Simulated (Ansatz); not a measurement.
# BBrH4O: the cost of one run

All numbers below are computed with Ansatz 0.2.0 (RKS PBE/def2-SVP).

## Step 1: The structure to begin with

Bond lengths: B1–O2 1.760 Å, O2–H3 1.010 Å, B1–H4 1.190 Å, B1–H5 1.190 Å, B1–Br6 2.340 Å, O2–H7 1.121 Å, Br6–H7 1.485 Å. Angles: B1–O2–H3 109.5°, B1–O2–H7 88.7°, H3–O2–H7 109.2°, O2–B1–H4 120.0°, O2–B1–H5 120.0°, O2–B1–Br6 71.6°, H4–B1–H5 120.0°, H4–B1–Br6 96.8°, H5–B1–Br6 101.3°, B1–Br6–H7 60.6°, O2–H7–Br6 139.1°.

As a file:

```xyz
7

B     0.0000    0.0000    0.0000
O     0.0000    0.0000    1.7600
H    -0.9095   -0.2814    2.0971
H     1.0305    0.0000   -0.5950
H    -1.0305    0.0000   -0.5950
Br    0.1049    2.2181    0.7379
H     0.0529    1.1190    1.7348
```

## Step 2: Pulling towards end A

Springs on the bonds that form and break draw the guess towards this end; the thresholds are loose.

input.yaml

```yaml
crystal:
  periodic: [false, false, false]
  atoms:
    - { symbol: B, position_ang: [0.0, 0.0, 0.0] }
    - { symbol: O, position_ang: [0.0, 0.0, 1.76] }
    - { symbol: H, position_ang: [-0.9095, -0.2814, 2.0971] }
    - { symbol: H, position_ang: [1.0305, 0.0, -0.595] }
    - { symbol: H, position_ang: [-1.0305, 0.0, -0.595] }
    - { symbol: Br, position_ang: [0.1049, 2.2181, 0.7379] }
    - { symbol: H, position_ang: [0.0529, 1.119, 1.7348] }
basis:
  gaussian: { orbitals: def2-SVP }
hamiltonian:
  xc: pbe
relax:
  f_tol: 0.15
  max_steps: 25
  restrain:
    - { distance: [0, 5], at: 3.24, k: 30.0 }
    - { distance: [6, 1], at: 2.21, k: 30.0 }
    - { distance: [0, 1], at: 1.41, k: 30.0 }
    - { distance: [6, 5], at: 1.55, k: 30.0 }
```

Launch:

```console
> ansatz run input.yaml --threads 1 --pin off --max-ram 2048MiB --backend cpu --events-out ev --progress --plain --runs-dir out
```

**Question.** How long does this run take on 1 thread of Arm Neoverse N1, shared host, and how much memory does it need?

About 32 s, with a peak of 0.14 GiB.
